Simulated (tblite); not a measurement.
# H12OSSi5: the cost of one run

Computed with tblite 0.8.0 and PySCF 2.14.0, with density-fitted response routines of our own, on a single molecule in the gas phase. Atoms count from 0, in the outputs and in this text.

**1. Starting geometry**

19 atoms, charge 0, multiplicity 1; geometry from: force field or distance geometry start.

Bonds of the start (Å): Si0–O1 1.67, O1–Si2 1.70, Si2–Si3 2.21, Si3–Si4 2.25, Si4–S5 2.16, S5–Si6 2.15, Si0–H7 1.50, Si0–H8 1.45, Si0–H9 1.50, Si2–H10 1.49, Si2–H11 1.48, Si3–H12 1.48, Si3–H13 1.45, Si4–H14 1.48, Si4–H15 1.46, Si6–H16 1.48, Si6–H17 1.47, Si6–H18 1.46.

**2. Geometry optimisation with GFN2-xTB**

The job: settings as JSON, then the geometry in Å.

```
{"job": {"kind": "relax", "xc": "GFN2-xTB", "basis": "xTB"}, "charge": 0, "multiplicity": 1}
Si    -3.537500     1.058700    -0.254100
O     -3.142900    -0.157000     0.827600
Si    -2.166000    -1.414300     0.239000
Si    -0.499800    -0.778000    -1.072300
Si     1.223200    -0.208000     0.249600
S      2.734000     0.731400    -0.974900
Si     4.528900     0.799600     0.211700
H     -3.673100     2.375400     0.441300
H     -2.500100     1.220800    -1.249500
H     -4.842700     0.726200    -0.909500
H     -3.032500    -2.329300    -0.562900
H     -1.656100    -2.145600     1.424700
H      0.000600    -1.907300    -1.892700
H     -0.866700     0.259400    -2.009600
H      0.758100     0.791200     1.232300
H      1.816500    -1.374200     0.898000
H      4.806100    -0.588000     0.653700
H      4.391800     1.701500     1.366900
H      5.648300     1.246900    -0.611700
```

On the command line:

```console
> OMP_NUM_THREADS=1 python probes_run.py task.json out
```

One launch serves the whole session: the jobs run in the order shown.

Q: Estimate the wall time of this first job on 1 thread of Arm Neoverse N1, shared host.

About 5 s.
